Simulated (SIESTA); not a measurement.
Crystal: KSrBi2O5.

```
Bi Sr K O
1.0
     4.42831    0.00000    0.00000
     0.00000    4.42831    0.00000
     0.00000    0.00000    7.87414
Bi Sr K O
2 1 1 5
Direct
  0.00000 0.00000 0.76650
  0.00000 0.00000 0.23350
  0.50000 0.50000 0.50000
  0.50000 0.50000 0.00000
  0.00000 0.00000 0.50000
  0.00000 0.50000 0.25637
  0.00000 0.50000 0.74363
  0.50000 0.00000 0.74363
  0.50000 0.00000 0.25637
```

The cell comes from a database or a generator and needn't be the stable form of this composition.

```yaml
Program: SIESTA 5.4.2
Task: single point
Functional: PBEsol
Potentials_or_basis: PseudoDojo 0.4 standard (PBEsol files)
Basis: DZP (energy shift 0.003 Ry; two zetas on semicore shells; d shell added on Sr, K)
Grid_cutoff: 800 Ry
Energy_shift: 0.003 Ry
k_mesh: 6 × 6 × 4
Occupations: fermi-dirac, width 0.05 eV
Spin: no spin polarisation
```

On this cell: pressure -1.1 GPa; largest force 0.595 eV/Å; band gap on the k mesh none (metal or under the smearing width).

The same run follows on a disturbed copy (atoms moved at random, drawn with an rms of 0.05 Å):

```
CELL_PARAMETERS angstrom
4.42831 0.00000 0.00000
0.00000 4.42831 0.00000
0.00000 0.00000 7.87414
ATOMIC_POSITIONS crystal
Bi 0.99781 0.00075 0.76455
Bi 0.99822 0.00485 0.23700
Sr 0.49304 0.49611 0.49493
K 0.49333 0.49447 0.99728
O 0.00275 0.00003 0.50072
O 0.00658 0.49749 0.25176
O 0.99804 0.49474 0.74301
O 0.50423 0.99845 0.73857
O 0.49615 0.98785 0.25384
```

Q: What does the disturbed cell give?

A: The energy (extrapolated to zero smearing) moves by +6.4 meV/atom; pressure -0.2 GPa; largest force 1.153 eV/Å; band gap on the k mesh none (metal or under the smearing width).

Forces in eV/Å, atoms in the order of the input:
```
Bi   0.137 -0.247  0.996
Bi  -0.105 -0.370 -1.087
Sr  -0.022  0.065  0.172
K    0.044  0.075 -0.013
O    0.059 -0.020 -0.145
O   -0.046  0.193  0.108
O    0.049  0.260 -0.062
O   -0.281 -0.019 -0.040
O    0.167  0.062  0.072
```

Stress tensor (GPa, compression positive):
```
-0.59  0.02 -0.14
 0.02 -0.54  0.15
-0.14  0.15  0.38
```

Caveats: spin-orbit coupling is left out, which moves the levels of the heavy elements; the basis of atomic orbitals isn't converged, which shifts pressures, moduli and gaps; an odd number of electrons without spin polarisation forces a metal; a magnetic or distorted state may lie lower.
